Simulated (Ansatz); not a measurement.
RbSrMg6:

```
Sr Rb Mg
1.0
     5.29825    0.00000    0.00000
     0.00000    3.59572    6.77745
     0.00000   -3.59572    6.77745
Sr Rb Mg
1 1 6
Direct
  0.50000 0.67052 0.67052
  0.50000 0.17538 0.17538
  0.00000 0.85398 0.85398
  0.00000 0.36060 0.36060
  0.00000 0.30941 0.78491
  0.00000 0.78491 0.30941
  0.50000 0.16791 0.67728
  0.50000 0.67728 0.16791
```

The cell comes from a database or a generator and needn't be the stable form of this composition.

```yaml
Program: Ansatz 0.2.0
Task: single point
Functional: PBE
Potentials_or_basis: Ansatz PAW
Cutoff: "420 eV (not typed: the program's choice for these potentials)"
k_mesh: 5 × 4 × 4
Occupations: fermi-dirac, width 0.05 eV
Spin: no spin polarisation
```

On this cell: pressure -0.1 GPa; largest force 0.055 eV/Å; band gap on the k mesh none (metal or under the smearing width).

The same run follows on a disturbed copy (atoms moved at random, drawn with an rms of 0.05 Å):

```xyz
8
Lattice="5.2983 0.0000 0.0000 0.0000 3.5957 6.7774 0.0000 -3.5957 6.7774" Properties=species:S:1:pos:R:3 pbc="T T T"
Sr    2.6599    0.0093    9.0595
Rb    2.6317    0.0078    2.3494
Mg   -0.0008   -0.0192   11.6518
Mg    0.0069   -0.0029    4.9056
Mg    0.0396   -1.7072    7.3891
Mg   -0.0216    1.7399    7.3463
Mg    2.5892   -1.8513    5.6667
Mg    2.6437    1.8915    5.7526
```

Task: What does the disturbed cell give?

Result: The energy (extrapolated to zero smearing) moves by +3.4 meV/atom; pressure 0.0 GPa; largest force 0.193 eV/Å; band gap on the k mesh none (metal or under the smearing width).

Forces in eV/Å, atoms in the order of the input:
```
Sr  -0.009  0.006  0.067
Rb   0.039  0.031  0.121
Mg  -0.032  0.043 -0.164
Mg  -0.056  0.010 -0.121
Mg  -0.164 -0.025  0.017
Mg   0.055 -0.020  0.150
Mg   0.187  0.011  0.047
Mg  -0.019 -0.056 -0.117
```

Stress tensor (GPa, compression positive):
```
-0.68 -0.01 -0.04
-0.01  0.13 -0.07
-0.04 -0.07  0.70
```
